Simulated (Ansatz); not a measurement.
AgAu:

```
Au Ag
1.0
     1.45759    0.84154    4.73064
    -1.45759    0.84154    4.73064
     0.00000   -1.68308    4.73064
Au Ag
1 1
Direct
  0.50000 0.50000 0.50000
  0.00000 0.00000 0.00000
```

The cell comes from a database or a generator and needn't be the stable form of this composition.

* Program: Ansatz 0.2.0
* Task: relaxation of cell and atoms
* Functional: PBE
* Potentials or basis: Ansatz PAW
* Cutoff: 420 eV (not typed: the program's choice for these potentials)
* k mesh: 11 × 11 × 11
* Occupations: fermi-dirac, width 0.05 eV
* Spin: no spin polarisation

At the start: volume 17.41 Å³/atom.

How do energy, volume and symmetry change on relaxing?

It ends after 5 steps and the volume is 17.86 Å³/atom (+2.6 %); space group R-3m (No. 166, to 0.05 Å).

Step by step:
```tsv
step	energy change (eV)	largest force (eV/Å)	volume (Å³)
1	0.0000	0.0000	34.82
2	-0.0105	0.0000	35.66
3	-0.0109	0.0000	35.73
4	-0.0110	0.0000	35.71
5	-0.0113	0.0000	35.71
```

Final structure:
```
Au Ag
1.0
     1.46071    0.84334    4.83180
    -1.46071    0.84334    4.83180
     0.00000   -1.68669    4.83180
Au Ag
1 1
Direct
  0.50000 0.50000 0.50000
  0.00000 0.00000 0.00000
```

Caveat: the plane-wave basis is chosen anew once the cell has moved, so the energies of steps on either side of that aren't comparable.
